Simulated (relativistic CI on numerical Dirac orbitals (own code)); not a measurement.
# Mn⁵⁺: K-alpha emission multiplets

Wanted: the shape of the K-alpha emission spectrum of Mn⁵⁺ in 4 surroundings, from the same atomic integrals.

Method: Dirac-Coulomb-Breit CI, KLI orbitals optimised for each configuration, model QED (radiative potential, 1s self-energy scaled to tabulated hydrogen-like ionisation energies), multiplet model of X-ray emission after core ionisation. Code: relativistic CI on numerical Dirac orbitals (own code) version 1.

**1. Starting point**

| Item | Value |
| --- | --- |
| ion | Mn⁵⁺ (Mn VI) |
| nuclear charge | 25 |
| electrons | 20 |
| configurations | [Ar] 3d2 → 1s 2s2 2p6 3s2 3p6 3d2 → [He] 2s2 2p5 3s2 3p6 3d2 |
| temperature | 300 K |
| widths | Lorentz 1.26 eV, Gauss 0.6 eV |
| surrounding 1 | free ion |
| surrounding 2 | Oh, 10Dq = 5900 cm⁻¹ |
| surrounding 3 | Oh, 10Dq = 16200 cm⁻¹ |
| surrounding 4 | Oh, 10Dq = 26550 cm⁻¹ |

**2. Surrounding 1: free ion**

Input settings:

```ini
atom Mn  Z=25  charge=5  electrons=20
nucleus A=55  rms_radius_fm=3.7057
hamiltonian dirac-coulomb  breit=on  qed=on  c_scale=1
orbitals kli  potential=per-configuration
slater_scale 1
correlation none
mixing on
configurations
  [Ar] 3d2
  1s 2s2 2p6 3s2 3p6 3d2
  [He] 2s2 2p5 3s2 3p6 3d2
end
emission K-alpha T=300 lorentz=1.26 gauss=0.6
crystal_field free
```

Results of the run (chosen fields of its result record, rounded) (excerpt; [...] marks lines left out):

```text
{
  "status": "converged",
  "curve, one point in 3 above 2 % of the maximum [energy, intensity] [eV; 1/eV]": [
    [5876.2, 0.003539],
    [5876.8, 0.005501],
    [5877.4, 0.009813],
    [5878, 0.01844],
    [5878.6, 0.03054],
    [5879.2, 0.02562],
    [5879.8, 0.015],
    [5880.4, 0.01068],
    [5881, 0.01154],
    [5881.6, 0.01672],
    [5882.2, 0.02845],
    [5882.8, 0.04501],
    [5883.4, 0.0526],
    [5884, 0.06273],
    [5884.6, 0.04599],
    [5885.2, 0.02512],
    [5885.8, 0.0147],
    [5886.4, 0.01072],
    [5887, 0.01057],
    [5887.6, 0.01372],
    [5888.2, 0.02029],
    [5888.8, 0.01998],
    [5889.4, 0.01974],
    [5890, 0.02291],
    [5890.6, 0.01998],
    [5891.2, 0.02305],
    [5891.8, 0.03153],
    [5892.4, 0.03348],
    "... 15 more rows left out ..."
  ],
  "sticks, the strongest [energy, strength] [eV, share]": [
    [5878.71, 0.05254],
    [5882.66, 0.0259],
    [5883.04, 0.02218],
    [5884.1, 0.07045],
    [5884.11, 0.03773],
    [5889.95, 0.0205],
    [5894.78, 0.047],
    [5894.8, 0.06925],
    [5895.02, 0.213],
    [5896.02, 0.02813],
    [5896.5, 0.03231],
    [5896.75, 0.02772],
    [5896.77, 0.05651],
    [5896.92, 0.062]
  ],
  "centroid [eV]": 5891.37,
  "spread [eV]": 5.92315,
  "peak [eV]": 5895.0,
  "ground_S": 0.999046,
  "radial 1s 2p6 3d2 [Ha, bohr]": {"<r^1>(1s)": 0.060215, "<r^2>(1s)": 0.0048697, "<r^4>(1s)": 6.0744e-05, "<r^-3>(3d)": 7.7398, "<r^1>(3d)": 0.81765, "<r^2>(3d)": 0.80221, "<r^4>(3d)": 1.2166, "F2(3d,3d)": 0.54432, "F4(3d,3d)": 0.34506, "G2(1s,3d)": 0.0031939, "zeta(3d)": 0.0029949},
  "radial 1s2 2p5 3d2 [Ha, bohr]": {"<r^-3>(2p)": 424.27, "<r^1>(2p)": 0.2422, "<r^2>(2p)": 0.071925, "<r^4>(2p)": 0.010434, "zeta(2p)": 0.2492, "<r^-3>(3d)": 7.5859, "<r^1>(3d)": 0.81828, "<r^2>(3d)": 0.80216, "<r^4>(3d)": 1.2113, "F2(3d,3d)": 0.54534, "F4(3d,3d)": 0.34604, "F2(2p,3d)": 0.33229, "G1(2p,3d)": 0.26278, "G3(2p,3d)": 0.14969, "zeta(3d)": 0.0030494}
}
```

Wall time 0.2 s (1 thread, shared host).

**3. Surrounding 2: Oh, 10Dq = 5900**

The settings differ from step 2 so:

```diff
@@ -13,2 +13,2 @@
 emission K-alpha T=300 lorentz=1.26 gauss=0.6
-crystal_field free
+crystal_field Oh 10Dq=5900
```

Result record:

```text
{
  "status": "converged",
  "curve, one point in 6 above 2 % of the maximum [energy, intensity] [eV; 1/eV]": [
    [5876.2, 0.003156],
    [5877.4, 0.008168],
    [5878.6, 0.02218],
    [5879.8, 0.01271],
    [5881, 0.01145],
    [5882.2, 0.02394],
    [5883.4, 0.05004],
    [5884.6, 0.06326],
    [5885.8, 0.02199],
    [5887, 0.01297],
    [5888.2, 0.0218],
    [5889.4, 0.02014],
    [5890.6, 0.01807],
    [5891.8, 0.0279],
    [5893, 0.03764],
    [5894.2, 0.1056],
    [5895.4, 0.1513],
    [5896.6, 0.1265],
    [5897.8, 0.03674],
    [5899, 0.01281],
    [5900.2, 0.006673],
    [5901.4, 0.004163]
  ],
  "sticks, the strongest [energy, strength] [eV, share]": [
    [5884.02, 0.03862],
    [5894.69, 0.04215],
    [5894.86, 0.03588],
    [5894.98, 0.02865],
    [5895, 0.0292],
    [5895.84, 0.02558],
    [5896.63, 0.06236],
    [5896.73, 0.04986]
  ],
  "centroid [eV]": 5891.46,
  "spread [eV]": 5.73077,
  "peak [eV]": 5895.0,
  "ground_S": 0.999539
}
```

It took 0.2 s on 1 thread, shared host.

**4. Surrounding 3: Oh, 10Dq = 16200**

The settings differ from step 3 so:

```diff
@@ -13,2 +13,2 @@
 emission K-alpha T=300 lorentz=1.26 gauss=0.6
-crystal_field Oh 10Dq=5900
+crystal_field Oh 10Dq=16200
```

Result record:

```text
{
  "status": "converged",
  "curve, one point in 6 above 2 % of the maximum [energy, intensity] [eV; 1/eV]": [
    [5876, 0.003153],
    [5877.2, 0.00812],
    [5878.4, 0.01576],
    [5879.6, 0.01089],
    [5880.8, 0.01251],
    [5882, 0.01769],
    [5883.2, 0.04898],
    [5884.4, 0.07068],
    [5885.6, 0.02506],
    [5886.8, 0.01866],
    [5888, 0.02208],
    [5889.2, 0.01589],
    [5890.4, 0.01961],
    [5891.6, 0.02435],
    [5892.8, 0.0316],
    [5894, 0.09328],
    [5895.2, 0.1553],
    [5896.4, 0.132],
    [5897.6, 0.0457],
    [5898.8, 0.01453],
    [5900, 0.007273],
    [5901.2, 0.004446]
  ],
  "sticks, the strongest [energy, strength] [eV, share]": [
    [5884.49, 0.05966],
    [5894.8, 0.03707],
    [5894.81, 0.04017],
    [5894.98, 0.04162],
    [5895.55, 0.04104],
    [5895.65, 0.04626],
    [5896.62, 0.08649],
    [5896.67, 0.05881]
  ],
  "centroid [eV]": 5891.49,
  "spread [eV]": 5.6624,
  "peak [eV]": 5895.2,
  "ground_S": 0.999665
}
```

Wall time 0.2 s (1 thread, shared host).

**5. Surrounding 4: Oh, 10Dq = 26550**

The settings differ from step 4 so:

```diff
@@ -13,2 +13,2 @@
 emission K-alpha T=300 lorentz=1.26 gauss=0.6
-crystal_field Oh 10Dq=16200
+crystal_field Oh 10Dq=26550
```

Result record:

```text
{
  "status": "converged",
  "curve, one point in 6 above 2 % of the maximum [energy, intensity] [eV; 1/eV]": [
    [5875.6, 0.003189],
    [5876.8, 0.007815],
    [5878, 0.008928],
    [5879.2, 0.01125],
    [5880.4, 0.01088],
    [5881.6, 0.01443],
    [5882.8, 0.04184],
    [5884, 0.07052],
    [5885.2, 0.03263],
    [5886.4, 0.02846],
    [5887.6, 0.02078],
    [5888.8, 0.01594],
    [5890, 0.01716],
    [5891.2, 0.01966],
    [5892.4, 0.02785],
    [5893.6, 0.06568],
    [5894.8, 0.1502],
    [5896, 0.1364],
    [5897.2, 0.07648],
    [5898.4, 0.0199],
    [5899.6, 0.008891],
    [5900.8, 0.005155],
    [5902, 0.003408]
  ],
  "sticks, the strongest [energy, strength] [eV, share]": [
    [5884.19, 0.05172],
    [5894.7, 0.05082],
    [5894.86, 0.03995],
    [5895.42, 0.04656],
    [5895.6, 0.0444],
    [5895.62, 0.04486],
    [5896.64, 0.08508],
    [5896.68, 0.06004]
  ],
  "centroid [eV]": 5891.49,
  "spread [eV]": 5.64212,
  "peak [eV]": 5895.2,
  "ground_S": 0.999713
}
```

Wall time 0.2 s (1 thread, shared host).

**6. The spectra side by side**

| surrounding | ground S | centroid (eV) | spread (eV) | up to four highest peaks (% of the highest), eV |
| --- | --- | --- | --- | --- |
| 1: free | 1.00 | 5891.37 | 5.92 | 5878.8 (18), 5884.0 (36), 5895.0 (100), 5896.6 (69) |
| 2: Oh | 1.00 | 5891.46 | 5.73 | 5878.8 (15), 5884.2 (42), 5888.2 (14), 5895.0 (100) |
| 3: Oh | 1.00 | 5891.49 | 5.66 | 5878.2 (10), 5884.0 (47), 5887.6 (16), 5895.2 (100) |
| 4: Oh | 1.00 | 5891.49 | 5.64 | 5884.0 (46), 5886.4 (18), 5889.2 (11), 5895.2 (100) |

**7. Summary of results**

```
                           quantity      value
            highest peak, first run  5895.0 eV
ground spin (effective S from ⟨S²⟩)       1.00
```

What this shows: The highest peak stays in place, within the step of the energy grid, in all surroundings. Photon energies are those of the free ion; lines in solids lie some eV away, more where the ion's charge is far from that in the solid.
